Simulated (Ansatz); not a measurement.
**CH₄Ge (singlet): wave-function methods side by side, cc-pVTZ**

One table from this session's results is given with a row withheld; the runs are named, their logs left out.

Computed with Ansatz 0.2.0, Gaussian basis. Level: cc-pVTZ, core rule «outside noble gas», up to 15 orbitals frozen.

The runs, in order: UHF; CCSD(T) on RHF; CCSD(T) on UHF; BCCD(T) on RHF; CCSDT(Q) on RHF.

## The system

The geometry is a PBE0/def2-TZVP stationary point (not a proven minimum). No spin-orbit coupling is included. The filled d shell of Ge may be among the frozen orbitals whatever the setting's name suggests; the logs give the count.

6 atoms, charge 0, spin multiplicity 1.

Atoms are counted from 1 here; the program's logs count them from 0.

Bond lengths: Ge1–C2 1.990 Å, Ge1–H3 1.601 Å, C2–H4 1.090 Å, C2–H5 1.096 Å, C2–H6 1.096 Å. Angles: C2–Ge1–H3 93.2°, Ge1–C2–H4 112.7°, Ge1–C2–H5 109.5°, Ge1–C2–H6 109.5°, H4–C2–H5 109.4°, H4–C2–H6 109.4°, H5–C2–H6 106.2°.

Set-up of the first run:

in.yaml reads:

```yaml
crystal:
  periodic: [false, false, false]
  atoms:
    - {symbol: Ge, position_ang: [0.000000, -0.028531, 0.348760]}
    - {symbol: C, position_ang: [0.000000, 0.024796, -1.640235]}
    - {symbol: H, position_ang: [0.000000, 1.566562, 0.480764]}
    - {symbol: H, position_ang: [0.000000, -0.968678, -2.088296]}
    - {symbol: H, position_ang: [0.876161, 0.581392, -1.990831]}
    - {symbol: H, position_ang: [-0.876161, 0.581392, -1.990831]}
basis:
  gaussian: {orbitals: cc-pVTZ}
magnetization: {spin_polarized: true, initial_magnetization: 0}
hamiltonian: {xc: hf}
output: {orbitals: {seedname: orbitals}}
```

The run is started by

```
> ansatz run in.yaml --threads 1 --pin off --events-out ev --progress --plain --max-ram 2816MiB --backend cpu
```

Among the steps run: UHF; CCSD(T) on RHF; CCSD(T) on UHF; BCCD(T) on RHF; CCSDT(Q) on RHF.

One table of the session follows, with a row left open; its other results are not shown here.

```
   method  from RCCSDT(Q) (kcal/mol)
      RHF                    +204.86
      UHF                    +204.01
     RMP2                          ?
    RCCSD                      +7.86
 RCCSD(T)                      +0.82
  BCCD(T)                      +0.78
   RCCSDT                      +0.30
RCCSDT(Q)                          0
```

Estimate the missing values for RMP2.

**Answer.** from RCCSDT(Q) (kcal/mol): +28.80. In the column «from RCCSDT(Q) (kcal/mol)» it lies between RCCSD (+7.86) and UHF (+204.01).

Not comparable, so not listed: CCSD(T) on UHF (they don't share determinant, frozen orbitals or solution with the rows shown, or repeat one).

To keep in mind: Warnings: restricted reference is unstable; spin contamination.
